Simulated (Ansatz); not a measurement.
# Al9P9 wurtzite hole sphere (Al₉P₉H₂₄): the relaxed shape and its frontier levels

Aim: characterise Al9P9 wurtzite hole sphere (Al₉P₉H₂₄) as a singlet: its structure, frontier levels and distribution of charge.

Program: Ansatz 0.2.0, Gaussian basis. Level of theory: RKS PBE0-D4/def2-TZVP. These are calculated values, not measurements.

The runs, in order: relaxation at PBE-D4/def2-SVP; a single point at PBE0-D4/def2-TZVP.

1 further run of the same task is left out (set aside as unsound or not needed). Runs told in other sessions of the task aren't counted.

### 1 Where the work starts

42 atoms, charge 0, spin multiplicity 1.

Atoms are counted from 1 here; the program's logs count them from 0.

Bond lengths: Al1–P2 2.452 Å, Al1–P3 2.403 Å, Al1–H19 1.551 Å, Al1–H20 1.551 Å, P2–Al5 2.408 Å, P2–H21 1.386 Å, P2–H22 1.386 Å, P3–Al4 2.403 Å, P3–Al11 2.403 Å, P3–H23 1.399 Å, Al4–P6 2.461 Å, Al4–P7 2.403 Å, Al4–H24 1.545 Å, Al5–P6 2.392 Å, Al5–P12 2.393 Å, Al5–H25 1.536 Å, P6–Al9 2.392 Å, P6–H26 1.397 Å and more. Angles: P2–Al1–P3 92.0°, P2–Al1–H19 106.2°, P2–Al1–H20 106.3°, P3–Al1–H19 112.5°, P3–Al1–H20 112.6°, H19–Al1–H20 122.3°, Al1–P2–Al5 128.4°, Al1–P2–H21 109.7°, Al1–P2–H22 109.9°, Al5–P2–H21 104.4°, Al5–P2–H22 104.8°, H21–P2–H22 94.2°, Al1–P3–Al4 115.1°, Al1–P3–Al11 114.9°, Al1–P3–H23 108.6°, Al4–P3–Al11 112.3°, Al4–P3–H23 102.1°, Al11–P3–H23 102.2° and more.

The start is a GFN2-xTB geometry.

### 2 Optimising with PBE-D4/def2-SVP

File in.yaml:

```yaml
crystal:
  periodic: [false, false, false]
  atoms:
    - {symbol: Al, position_ang: [0.002240, -4.662610, -1.492510]}
    - {symbol: P, position_ang: [-0.000890, -4.385650, 0.943940]}
    - {symbol: P, position_ang: [-0.001980, -2.286370, -1.848990]}
    - {symbol: Al, position_ang: [-1.997320, -1.153180, -1.134710]}
    - {symbol: Al, position_ang: [-0.001310, -2.341640, 2.216100]}
    - {symbol: P, position_ang: [-1.789040, -1.033320, 1.314310]}
    - {symbol: P, position_ang: [-1.973990, 1.140980, -1.849770]}
    - {symbol: Al, position_ang: [-4.032700, 2.330650, -1.499640]}
    - {symbol: Al, position_ang: [-2.027640, 1.170960, 2.212500]}
    - {symbol: P, position_ang: [-3.793780, 2.193280, 0.936210]}
    - {symbol: Al, position_ang: [1.993250, -1.154250, -1.133720]}
    - {symbol: P, position_ang: [1.787190, -1.032910, 1.314490]}
    - {symbol: P, position_ang: [1.977950, 1.141140, -1.847910]}
    - {symbol: Al, position_ang: [0.002060, 2.306040, -1.135230]}
    - {symbol: Al, position_ang: [2.027620, 1.171080, 2.212590]}
    - {symbol: P, position_ang: [-0.000200, 2.066940, 1.313610]}
    - {symbol: Al, position_ang: [4.035280, 2.331200, -1.499200]}
    - {symbol: P, position_ang: [3.795890, 2.191360, 0.935930]}
    - {symbol: H, position_ang: [-1.355450, -5.318880, -1.854070]}
    - {symbol: H, position_ang: [1.361200, -5.316540, -1.854320]}
    - {symbol: H, position_ang: [-1.024330, -5.137700, 1.499160]}
    - {symbol: H, position_ang: [1.006460, -5.152540, 1.508420]}
    - {symbol: H, position_ang: [-0.002650, -2.042430, -3.226840]}
    - {symbol: H, position_ang: [-3.319570, -1.910650, -1.386780]}
    - {symbol: H, position_ang: [0.000700, -2.631890, 3.724680]}
    - {symbol: H, position_ang: [-2.967870, -1.712140, 1.630750]}
    - {symbol: H, position_ang: [-1.761910, 1.017540, -3.226060]}
    - {symbol: H, position_ang: [-5.278960, 1.480010, -1.856690]}
    - {symbol: H, position_ang: [-3.924320, 3.834670, -1.864310]}
    - {symbol: H, position_ang: [-2.281240, 1.319140, 3.720380]}
    - {symbol: H, position_ang: [-4.961400, 1.699500, 1.496040]}
    - {symbol: H, position_ang: [-3.941370, 3.454610, 1.491530]}
    - {symbol: H, position_ang: [3.313760, -1.911890, -1.389480]}
    - {symbol: H, position_ang: [2.966370, -1.711680, 1.628410]}
    - {symbol: H, position_ang: [1.764210, 1.018750, -3.223730]}
    - {symbol: H, position_ang: [0.001510, 3.830040, -1.388880]}
    - {symbol: H, position_ang: [2.283390, 1.319170, 3.720300]}
    - {symbol: H, position_ang: [-0.000730, 3.427180, 1.630200]}
    - {symbol: H, position_ang: [5.281450, 1.483400, -1.862180]}
    - {symbol: H, position_ang: [3.920600, 3.834770, -1.860760]}
    - {symbol: H, position_ang: [4.962450, 1.685200, 1.488320]}
    - {symbol: H, position_ang: [3.955070, 3.448650, 1.497920]}
basis:
  gaussian: {orbitals: def2-SVP, fitting: {mean_field: def2-universal-jkfit}}
hamiltonian: {xc: pbe, dispersion: d4}
scf: {lower_state_search: "off"}
output: {orbitals: {seedname: orbitals}}
relax: {f_tol: 0.03, max_steps: 70}
```

Launch:

```sh
> ansatz run in.yaml --threads 2 --pin off --events-out ev --progress --plain --max-ram 32768MiB --backend cuda --devices 0, --max-vram 18GiB
```

Further steps of the session: Single point, PBE0-D4/def2-TZVP.

Before running them: what should the planned runs give, taken together? Wanted: point group; commonest bond, hydrogen aside; HOMO, LUMO at PBE0-D4/def2-TZVP; dipole at PBE-D4/def2-SVP.

**Answer**, as computed:

| quantity | value |
| --- | --- |
| point group | C3v |
| commonest bond, hydrogen aside | Al–P, 24 of mean length 2.414 Å |
| HOMO, LUMO at PBE0-D4/def2-TZVP | -7.30, -1.70 eV |
| dipole at PBE-D4/def2-SVP | 3.79 D |

What this shows: The molecule keeps its bonding pattern by the stored test; the atoms moved 0.15 Å (rms). No usable vibrations, so a minimum isn't proven. The HOMO lies nearest to P13 19 %; P7 13 % and the LUMO to P6, P12, P16 about 12 % each; H26, H34, H38 about 7 % each. Whether this spin is the lowest isn't tested here.
